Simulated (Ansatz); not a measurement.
A nudged elastic band was laid between two geometries of a periodic cell of 17 atoms, Rb16H (host Rb, host structure bcc, interstitial H).

Computed with Ansatz, DFT PBEsol, scalar-relativistic, plane waves, PAW. Settings: cutoff 420 eV, k mesh 2x2x2, fermi-dirac smearing 0.15 eV, no spin polarisation.

```json
{
 "movable images": "3",
 "climbing image": "yes",
 "spring": "0.05 eV/Å²",
 "optimiser": "fire",
 "start path": "default",
 "force threshold": "0.05 eV/Å",
 "iteration limit": "50",
 "end points": "relaxed"
}
```

First end point:

```xyz
17
Lattice="11.1800 0.0000 0.0000 0.0000 11.1800 0.0000 0.0000 0.0000 11.1800" Properties=species:S:1:pos:R:3
Rb 0.044 0.002 0.409
Rb 5.361 0.004 -0.177
Rb -0.147 5.593 0.176
Rb 0.044 0.002 5.179
Rb 3.031 2.981 2.793
Rb 5.820 5.593 -0.100
Rb 5.362 0.004 5.762
Rb 8.354 2.392 2.794
Rb -0.147 5.593 5.410
Rb 3.030 8.208 2.793
Rb 2.582 2.907 8.383
Rb 5.820 5.593 5.686
Rb 8.350 8.789 2.794
Rb 8.537 2.618 8.384
Rb 2.582 8.280 8.383
Rb 8.537 8.569 8.384
H 9.782 0.003 2.793
```

Last end point:

```xyz
17
Lattice="11.1800 0.0000 0.0000 0.0000 11.1800 0.0000 0.0000 0.0000 11.1800" Properties=species:S:1:pos:R:3
Rb -0.407 -0.001 -0.034
Rb 5.997 -0.001 -0.034
Rb -0.177 5.590 0.146
Rb 0.168 -0.001 5.813
Rb 2.795 2.618 2.649
Rb 5.766 5.590 0.146
Rb 5.420 -0.001 5.814
Rb 8.384 2.388 2.829
Rb 0.090 5.589 5.370
Rb 2.795 8.561 2.649
Rb 2.794 2.886 8.604
Rb 5.499 5.589 5.370
Rb 8.384 8.792 2.828
Rb 8.384 2.963 8.162
Rb 2.794 8.293 8.604
Rb 8.384 8.214 8.161
H 8.385 0.000 1.398
```

Question: Which bonds break or form, and what moves?

Answer: Contacts lost: Rb4–H17. Contacts made: Rb2–H17. The atom that moves furthest is H17, by 1.97 Å.

Question: What energy profile does the band end with?

Answer: The forces met the threshold. The highest image is number 2 of 0 to 4, 0.074 eV above the ends, which have the same energy within 2 meV. The order of the stationary point at the top wasn't checked. Limits of this set-up: coarse k mesh, odd electron count without spin.

```tsv
image	path coordinate (Å)	energy (eV)	Rb4–H17 (Å)	Rb2–H17 (Å)
0	0.00	0.000	2.79	5.33
1	0.85	0.027	2.93	4.63
2	1.85	0.074	3.42	3.42
3	2.84	0.028	4.62	2.93
4	3.68	0.000	5.32	2.78
```

Question: What is the geometry of the highest image?

Answer: 
```xyz
17
Lattice="11.1800 0.0000 0.0000 0.0000 11.1800 0.0000 0.0000 0.0000 11.1800" Properties=species:S:1:pos:R:3
Rb -0.340 0.001 0.341
Rb 6.161 0.001 0.211
Rb -0.079 5.591 0.080
Rb -0.210 0.001 5.020
Rb 2.970 2.771 2.639
Rb 5.727 5.591 -0.172
Rb 5.483 0.001 5.698
Rb 8.300 2.712 2.882
Rb 0.173 5.591 5.454
Rb 2.970 8.411 2.639
Rb 2.665 2.619 8.516
Rb 5.484 5.591 5.696
Rb 8.300 8.471 2.882
Rb 8.542 2.771 8.210
Rb 2.665 8.564 8.516
Rb 8.542 8.411 8.210
H 8.845 0.001 2.337
```

Run time: 8 min on 4 threads of Intel(R) Xeon(R) Platinum 8488C (Sapphire Rapids) (shared host), peak memory 4.8 GiB.
